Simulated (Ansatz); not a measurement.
**H2OSiZn: taking an electron away**

The task here is to estimate one member of a computed series from the others.

Computed with Ansatz 0.2.0, Gaussian basis. Level: unrestricted cation, the program's frozen cores in correlated methods.

The runs, in order: UKS PBE-D4/def2-TZVPP; UKS r2SCAN-D4/def2-TZVPP; UKS PBE0-D4/def2-TZVPP; UKS B3LYP-D4/def2-TZVPP; UKS wB97X-V/def2-TZVPP; UKS wB97M-V/def2-TZVPP; UKS B2PLYP (frozen core with 3s3p of Cu, Zn)/def2-TZVPP; UHF-CCSD(T) with 3s3p of Cu, Zn/def2-TZVPP; UHF-MP2 with 3s3p of Cu, Zn/def2-QZVPP; extrapolation to the limit; then −ε(HOMO) from the neutral's earlier runs with LDA (SPW92), PBE-D4, revPBE-D4, BLYP-D4, r2SCAN-D4, B97M-V, PBE0-D4, B3LYP-D4, r2SCANh-D4, r2SCAN0-D4, HSE06-D4, BHLYP-D4, CAM-B3LYP-D4, LC-ωPBE, ωB97X-V, ωB97M-V.

**The relaxed structure**

The geometry comes from an earlier relaxation with PBE0-D4 in a triple-zeta def2 set; it is a stationary point.

5 atoms, charge 0, spin multiplicity 1.

Atoms are counted from 1 here; the program's logs count them from 0.

Bond lengths: O1–Si2 1.527 Å, Si2–Zn3 2.761 Å, Si2–H4 1.490 Å, Si2–H5 1.490 Å. Angles: O1–Si2–Zn3 97.7°, O1–Si2–H4 123.9°, O1–Si2–H5 123.9°, Zn3–Si2–H4 93.0°, Zn3–Si2–H5 93.0°, H4–Si2–H5 110.3°.

The first run:

in.yaml reads:

```yaml
crystal:
  periodic: [false, false, false]
  atoms:
    - {symbol: O, position_ang: [1.557941, -0.584399, -0.396298]}
    - {symbol: Si, position_ang: [0.270710, 0.234132, -0.327637]}
    - {symbol: Zn, position_ang: [-1.062497, -1.327287, 1.518055]}
    - {symbol: H, position_ang: [-0.831789, 0.133270, -1.325537]}
    - {symbol: H, position_ang: [0.115433, 1.470585, 0.490016]}
basis:
  gaussian: {orbitals: def2-TZVPP}
total_charge: 1
magnetization: {spin_polarized: true, initial_magnetization: 1}
hamiltonian: {xc: pbe, dispersion: d4}
```

Command:

```
$ ansatz run in.yaml --threads 2 --pin off --events-out ev --progress --plain --max-ram 4352MiB
```

Among the steps run: Cation, UKS PBE-D4/def2-TZVPP; Cation, UKS r2SCAN-D4/def2-TZVPP; Cation, UKS PBE0-D4/def2-TZVPP; Cation, UKS B3LYP-D4/def2-TZVPP; Cation, UKS wB97X-V/def2-TZVPP; Cation, UKS wB97M-V/def2-TZVPP; Cation, UKS B2PLYP (frozen core with 3s3p of Cu, Zn)/def2-TZVPP; Cation, UHF-CCSD(T) with 3s3p of Cu, Zn/def2-TZVPP; Cation, UHF-MP2 with 3s3p of Cu, Zn/def2-QZVPP.

One table of the session follows, with a row left open; its other results are not shown here.

It belongs to the step «Ionisation energies side by side». Orbital estimates, from the neutral's runs:

```
  functional  −ε(HOMO) (eV)
 LDA (SPW92)              ?
      PBE-D4           6.25
   revPBE-D4           6.19
     BLYP-D4           6.17
   r2SCAN-D4           6.53
      B97M-V           6.39
     PBE0-D4           7.15
    B3LYP-D4           7.09
  r2SCANh-D4           6.85
  r2SCAN0-D4           7.33
    HSE06-D4           6.76
    BHLYP-D4           7.93
CAM-B3LYP-D4           8.39
     LC-ωPBE           9.45
     ωB97X-V           9.16
     ωB97M-V           9.15
```

Estimate the missing values for LDA (SPW92).

**Answer.** −ε(HOMO) (eV): 6.42. In the column «−ε(HOMO) (eV)» it lies between B97M-V (6.39) and r2SCAN-D4 (6.53).
